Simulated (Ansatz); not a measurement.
# GeN₃H₇: one species, many methods

An exercise on one series of results from a longer session: the logs are not shown, and one member is left open.

Computed with Ansatz 0.2.0, Gaussian basis. Level: functionals in def2-TZVPP, the program's frozen cores in correlated methods.

Plan: LDA (SPW92), PBE-D4, revPBE-D4, BLYP-D4, r2SCAN-D4, B97M-V, PBE0-D4, B3LYP-D4, r2SCANh-D4, r2SCAN0-D4, HSE06-D4, BHLYP-D4, CAM-B3LYP-D4, LC-ωPBE, ωB97X-V, ωB97M-V, B2PLYP, PBE-QIDH; CCSD(T)/def2-SVP; CCSD(T)/def2-TZVPP; MP2/def2-QZVPP; extrapolation to the limit; RPA on PBE.

### The geometry

All runs share one geometry, relaxed beforehand with PBE0-D4 in a triple-zeta def2 set.

11 atoms, charge 0, spin multiplicity 1.

Atoms are counted from 1 here; the program's logs count them from 0.

Bond lengths: N1–Ge2 1.834 Å, N1–H5 1.009 Å, N1–H6 1.010 Å, Ge2–N3 1.834 Å, Ge2–N4 1.829 Å, Ge2–H7 1.544 Å, N3–H8 1.011 Å, N3–H9 1.010 Å, N4–H10 1.010 Å, N4–H11 1.011 Å. Angles: Ge2–N1–H5 115.8°, Ge2–N1–H6 115.8°, H5–N1–H6 109.9°, N1–Ge2–N3 108.1°, N1–Ge2–N4 115.7°, N1–Ge2–H7 105.7°, N3–Ge2–N4 101.7°, N3–Ge2–H7 118.7°, N4–Ge2–H7 107.4°, Ge2–N3–H8 114.4°, Ge2–N3–H9 115.3°, H8–N3–H9 109.3°, Ge2–N4–H10 114.5°, Ge2–N4–H11 113.3°, H10–N4–H11 108.7°.

Set-up of the first run:

in.yaml

```yaml
crystal:
  periodic: [false, false, false]
  atoms:
    - {symbol: N, position_ang: [-1.236700, 1.127024, -0.443468]}
    - {symbol: Ge, position_ang: [0.335069, 0.288417, -0.006942]}
    - {symbol: N, position_ang: [0.027823, -0.774183, 1.455785]}
    - {symbol: N, position_ang: [0.949406, -0.929395, -1.226098]}
    - {symbol: H, position_ang: [-1.311019, 2.093820, -0.164837]}
    - {symbol: H, position_ang: [-2.081600, 0.632479, -0.195917]}
    - {symbol: H, position_ang: [1.391307, 1.409513, 0.099408]}
    - {symbol: H, position_ang: [0.809482, -1.358179, 1.718987]}
    - {symbol: H, position_ang: [-0.320229, -0.294290, 2.273154]}
    - {symbol: H, position_ang: [1.178269, -0.539743, -2.129798]}
    - {symbol: H, position_ang: [0.323692, -1.712462, -1.359873]}
basis:
  gaussian: {orbitals: def2-TZVPP}
hamiltonian: {xc: lda}
output: {orbitals: {seedname: orbitals}}
```

The run is started by

```console
> ansatz run in.yaml --threads 4 --pin off --events-out ev --progress --plain --max-ram 10444MiB
```

Steps of the session up to this table: LDA; PBE-D4 (GGA); revPBE-D4 (GGA); BLYP-D4 (GGA); r2SCAN-D4 (meta-GGA); B97M-V (meta-GGA); PBE0-D4 (hybrid); B3LYP-D4 (hybrid); r2SCANh-D4 (hybrid); r2SCAN0-D4 (hybrid); HSE06-D4 (hybrid); BHLYP-D4 (hybrid); CAM-B3LYP-D4 (range-separated); LC-ωPBE (range-separated); ωB97X-V (range-separated); ωB97M-V (range-separated); B2PLYP (double hybrid); PBE-QIDH (double hybrid).

One table of the session follows, with a row left open; its other results are not shown here.

| functional | HOMO (eV) | LUMO (eV) | gap (eV) |
| --- | --- | --- | --- |
| LDA (SPW92) | -5.77 | -0.15 | 5.62 |
| PBE-D4 | -5.62 | -0.03 | 5.59 |
| revPBE-D4 | -5.57 | 0.04 | 5.60 |
| BLYP-D4 | -5.51 | -0.08 | 5.43 |
| r2SCAN-D4 | -5.94 | 0.63 | 6.57 |
| B97M-V | -6.06 | 0.14 | 6.20 |
| PBE0-D4 | -7.10 | 0.81 | 7.91 |
| B3LYP-D4 | -6.85 | 0.44 | 7.28 |
| r2SCANh-D4 | -6.49 | 0.88 | 7.38 |
| r2SCAN0-D4 | -7.33 | 1.25 | 8.57 |
| HSE06-D4 | -6.69 | 0.44 | 7.13 |
| BHLYP-D4 | ? | ? | ? |
| CAM-B3LYP-D4 | -8.55 | 1.56 | 10.11 |
| LC-ωPBE | -9.97 | 2.90 | 12.87 |
| ωB97X-V | -9.59 | 2.67 | 12.26 |
| ωB97M-V | -9.50 | 2.22 | 11.72 |

Estimate the missing values for BHLYP-D4.

Worked estimate for «HOMO (eV)». Against the share of exact exchange, BLYP-D4 (0, -5.51), B3LYP-D4 (0.2, -6.85) give a slope of -6.70 per unit share; at 0.5 the line stands at -8.86.

The run gave: HOMO (eV): -8.49; LUMO (eV): 1.41; gap (eV): 9.90. In «HOMO (eV)» the line misses by -0.37.
